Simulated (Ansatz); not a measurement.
# BiCl3: the cost of one run

Program: Ansatz 0.2.0. Level of theory: RKS PBE0-D4/def2-SVPD. These are calculated values, not measurements.

## 1. The starting structure

Bond lengths: Cl1–Bi2 2.538 Å, Bi2–Cl3 2.487 Å, Bi2–Cl4 2.530 Å. Angles: Cl1–Bi2–Cl3 89.5°, Cl1–Bi2–Cl4 89.0°, Cl3–Bi2–Cl4 89.2°.

As a file:

```xyz
4

Cl    1.0967    0.4702    1.7133
Bi   -1.0021   -0.1241    0.4155
Cl    0.2591   -1.9143   -0.7635
Cl   -0.2982    1.5079   -1.3856
```

## 2. End point A

File input.yaml:

```yaml
crystal:
  periodic: [false, false, false]
  atoms:
    - { symbol: Cl, position_ang: [1.0967, 0.4702, 1.7133] }
    - { symbol: Bi, position_ang: [-1.0021, -0.1241, 0.4155] }
    - { symbol: Cl, position_ang: [0.2591, -1.9143, -0.7635] }
    - { symbol: Cl, position_ang: [-0.2982, 1.5079, -1.3856] }
basis:
  gaussian: { orbitals: def2-SVPD }
hamiltonian:
  xc: pbe0
  dispersion: d4
relax:
  f_tol: 0.015
  max_steps: 40
```

Run with:

```bash
ansatz run input.yaml --threads 2 --pin off --max-ram 3072MiB --backend cpu --events-out ev --progress --plain --runs-dir out
```

What time and memory should one allow on 2 threads of Intel Xeon Platinum 8488C (Sapphire Rapids), shared host?

About 14 s, with a peak of 0.31 GiB.
